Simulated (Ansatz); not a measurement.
Write a Python script for Ansatz 0.2.0, Python API that makes a rigid scan of one bond length of C3H5I, SMILES C=CCI. Level of theory (for the species named): r2SCAN, def2-SVP basis, multiplicity 1.

```yaml
atoms:
  - { symbol: C, position_ang: [-0.1062, 1.2039, -0.6701] }
  - { symbol: C, position_ang: [0.4996, 0.1674, -0.2350] }
  - { symbol: C, position_ang: [-0.0114, -1.0106, 0.5491] }
  - { symbol: I, position_ang: [-1.9563, -1.0144, 1.0887] }
  - { symbol: H, position_ang: [0.3714, 2.0051, -1.2684] }
  - { symbol: H, position_ang: [-1.2116, 1.4353, -0.5117] }
  - { symbol: H, position_ang: [1.5928, 0.1207, -0.4710] }
  - { symbol: H, position_ang: [0.2829, -1.9015, -0.0184] }
  - { symbol: H, position_ang: [0.6272, -1.0521, 1.5196] }
```

`scan_c3h5i.py`
```python
"""Stretching a bond of C3H5I, the rest held rigid."""

import ansatz as az
import numpy as np

config = {
    "basis": "def2-SVP",
    "xc": "r2scan",
}

geometry_ang = [
    ("C", (-0.1062, 1.2039, -0.6701)),
    ("C", (0.4996, 0.1674, -0.235)),
    ("C", (-0.0114, -1.0106, 0.5491)),
    ("I", (-1.9563, -1.0144, 1.0887)),
    ("H", (0.3714, 2.0051, -1.2684)),
    ("H", (-1.2116, 1.4353, -0.5117)),
    ("H", (1.5928, 0.1207, -0.471)),
    ("H", (0.2829, -1.9015, -0.0184)),
    ("H", (0.6272, -1.0521, 1.5196)),
]
c3h5i = az.Crystal.molecule()
for symbol, xyz in geometry_ang:
    c3h5i = c3h5i.atom(symbol, xyz)

symbols = [site.symbol for site in c3h5i.cartesian_sites]
start = np.array([site.position_ang for site in c3h5i.cartesian_sites])
axis = (start[8] - start[2]) / np.linalg.norm(start[8] - start[2])
moving = [8]
lengths, energies = [0.99, 1.07, 1.16, 1.28, 1.45, 1.74, 2.09, 2.56], []
for length in lengths:
    xyz = start.copy()
    xyz[moving] += (length - np.linalg.norm(start[8] - start[2])) * axis
    point = az.Crystal.molecule()
    for symbol, place in zip(symbols, xyz):
        point = point.atom(symbol, place.tolist())
    calc = (
        point.calculation()
        .basis(gaussian=config["basis"])  # atom-centred Gaussian functions
        .functional(config["xc"])
    )
    summary = calc.run().report
    energies.append(summary["free_energy_ev"])
    print(f"r = {length:6.3f} A  E = {energies[-1]:.5f} eV  <S^2> = {abs(summary['mean_field']['state']['spin_squared']):.3f}")

print("energy above the lowest point (eV):", [round(e - min(energies), 3) for e in energies])
```

```console
$ python scan_c3h5i.py
r =  0.990 A  E = -11290.70688 eV  <S^2> = 0.000
r =  1.070 A  E = -11290.94923 eV  <S^2> = 0.000
r =  1.160 A  E = -11290.92217 eV  <S^2> = 0.000
r =  1.280 A  E = -11290.60807 eV  <S^2> = 0.000
r =  1.450 A  E = -11289.93077 eV  <S^2> = 0.000
r =  1.740 A  E = -11288.71412 eV  <S^2> = 0.000
r =  2.090 A  E = -11287.53535 eV  <S^2> = 0.000
r =  2.560 A  E = -11286.48009 eV  <S^2> = 0.000
energy above the lowest point (eV): [0.242, 0.0, 0.027, 0.341, 1.018, 2.235, 3.414, 4.469]
```

Reading the output:
- The settings weren't tested for convergence.
- The rest of the molecule is held rigid at a force-field or estimated start geometry, and the basis set is modest; single-reference methods fail as a bond breaks.
- def2 sets replace the cores of elements past krypton by effective core potentials.
- The orbitals are restricted, so S² is zero by construction.
- Toward dissociation an unrestricted state can lie under the restricted one, by tenths of an eV for polar bonds under a functional and by 1 to 2 eV or more for others.
- Timing: 36 s on 1 thread of Arm Neoverse V2, on a shared host, peak memory 0.21 GiB.
